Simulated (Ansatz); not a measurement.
# C₆H₁₄N₂Si: vertical ionisation energy

How much energy removes an electron from C₆H₁₄N₂Si at fixed geometry? The cation is run at each level and the neutral's energy taken from earlier runs.

The runs use Ansatz 0.2.0, Gaussian basis; unrestricted cation, the program's frozen cores in correlated methods.

Plan: UKS PBE-D4/def2-TZVPP; UKS r2SCAN-D4/def2-TZVPP; UKS PBE0-D4/def2-TZVPP; UKS B3LYP-D4/def2-TZVPP; UKS wB97X-V/def2-TZVPP; UKS wB97M-V/def2-TZVPP; UKS B2PLYP/def2-TZVPP; UHF-CCSD(T)/def2-TZVPP; UHF-MP2/def2-QZVPP; extrapolation to the limit; then −ε(HOMO) from the neutral's earlier runs with LDA (SPW92), PBE-D4, revPBE-D4, BLYP-D4, r2SCAN-D4, B97M-V, PBE0-D4, B3LYP-D4, r2SCANh-D4, r2SCAN0-D4, HSE06-D4, BHLYP-D4, CAM-B3LYP-D4, LC-ωPBE, ωB97X-V, ωB97M-V.

## Step 1: The geometry

The geometry comes from an earlier relaxation with PBE0-D4 in a triple-zeta def2 set; it is a stationary point, not always the lowest conformer.

23 atoms, charge 0, spin multiplicity 1.

Atoms are counted from 1 here; the program's logs count them from 0.

Bond lengths: C1–C2 1.331 Å, C1–H10 1.087 Å, C1–H11 1.087 Å, C2–Si3 1.869 Å, C2–H12 1.091 Å, Si3–N4 1.722 Å, Si3–C5 1.869 Å, Si3–N7 1.724 Å, N4–H13 1.008 Å, N4–H14 1.007 Å, C5–C6 1.331 Å, C5–H15 1.091 Å, C6–H16 1.087 Å, C6–H17 1.087 Å, N7–C8 1.443 Å, N7–C9 1.445 Å, C8–H18 1.090 Å, C8–H19 1.098 Å and more. Angles: C2–C1–H10 121.4°, C2–C1–H11 122.5°, H10–C1–H11 116.1°, C1–C2–Si3 124.8°, C1–C2–H12 117.4°, Si3–C2–H12 117.6°, C2–Si3–N4 114.4°, C2–Si3–C5 108.0°, C2–Si3–N7 107.7°, N4–Si3–C5 105.4°, N4–Si3–N7 106.7°, C5–Si3–N7 114.9°, Si3–N4–H13 118.9°, Si3–N4–H14 117.9°, H13–N4–H14 110.5°, Si3–C5–C6 124.2°, Si3–C5–H15 118.5°, C6–C5–H15 117.3° and more.

## Step 2: Cation, UKS PBE-D4/def2-TZVPP

Contents of in.yaml:

```yaml
crystal:
  periodic: [false, false, false]
  atoms:
    - {symbol: C, position_ang: [1.694120, -1.982301, -1.340913]}
    - {symbol: C, position_ang: [0.396862, -1.783589, -1.121958]}
    - {symbol: Si, position_ang: [-0.347200, -0.187787, -0.495614]}
    - {symbol: N, position_ang: [-0.742326, 0.944878, -1.731017]}
    - {symbol: C, position_ang: [-1.968692, -0.596932, 0.340071]}
    - {symbol: C, position_ang: [-3.017113, 0.222612, 0.381851]}
    - {symbol: N, position_ang: [0.821007, 0.573698, 0.518457]}
    - {symbol: C, position_ang: [1.514411, -0.161515, 1.549155]}
    - {symbol: C, position_ang: [0.723980, 1.981225, 0.828903]}
    - {symbol: H, position_ang: [2.432150, -1.223116, -1.094348]}
    - {symbol: H, position_ang: [2.079602, -2.902625, -1.772117]}
    - {symbol: H, position_ang: [-0.287508, -2.587752, -1.395962]}
    - {symbol: H, position_ang: [-0.022376, 1.233501, -2.375071]}
    - {symbol: H, position_ang: [-1.621128, 0.832632, -2.210496]}
    - {symbol: H, position_ang: [-2.056044, -1.547269, 0.867996]}
    - {symbol: H, position_ang: [-3.000863, 1.192257, -0.109195]}
    - {symbol: H, position_ang: [-3.933892, -0.028095, 0.909374]}
    - {symbol: H, position_ang: [1.543342, -1.226210, 1.316015]}
    - {symbol: H, position_ang: [2.550271, 0.189446, 1.647051]}
    - {symbol: H, position_ang: [1.035577, -0.041374, 2.533044]}
    - {symbol: H, position_ang: [1.724494, 2.426456, 0.905025]}
    - {symbol: H, position_ang: [0.173816, 2.505856, 0.047908]}
    - {symbol: H, position_ang: [0.212413, 2.159102, 1.787441]}
basis:
  gaussian: {orbitals: def2-TZVPP}
total_charge: 1
magnetization: {spin_polarized: true, initial_magnetization: 1}
hamiltonian: {xc: pbe, dispersion: d4}
```

The runs that follow: Cation, UKS r2SCAN-D4/def2-TZVPP; Cation, UKS PBE0-D4/def2-TZVPP; Cation, UKS B3LYP-D4/def2-TZVPP; Cation, UKS wB97X-V/def2-TZVPP; Cation, UKS wB97M-V/def2-TZVPP; Cation, UKS B2PLYP (frozen core)/def2-TZVPP; Cation, UHF-CCSD(T)/def2-TZVPP; Cation, UHF-MP2/def2-QZVPP.

Q: Predict the results of all the runs planned. Wanted: ionisation energy, CCSD(T)/CBS; nearest functional by difference; nearest −ε(HOMO); −ε(HOMO) of PBE; T1 of the cation.

**Answer**, as computed:

| quantity | value |
| --- | --- |
| ionisation energy, CCSD(T)/CBS | 8.23 eV |
| nearest functional by difference | ωB97M-V (-0.20 eV) |
| nearest −ε(HOMO) | ωB97M-V (+0.17 eV) |
| −ε(HOMO) of PBE | 4.84 eV |
| T1 of the cation | 0.018 |

In words: Energy differences with functionals land within 0.56 eV of the reference. The PBE orbital energy is 3.4 eV too small: a semilocal HOMO is no ionisation energy. Among orbital estimates ωB97M-V comes nearest. Hartree-Fock falls 1.40 eV short, as the neutral has more correlation energy than the cation.
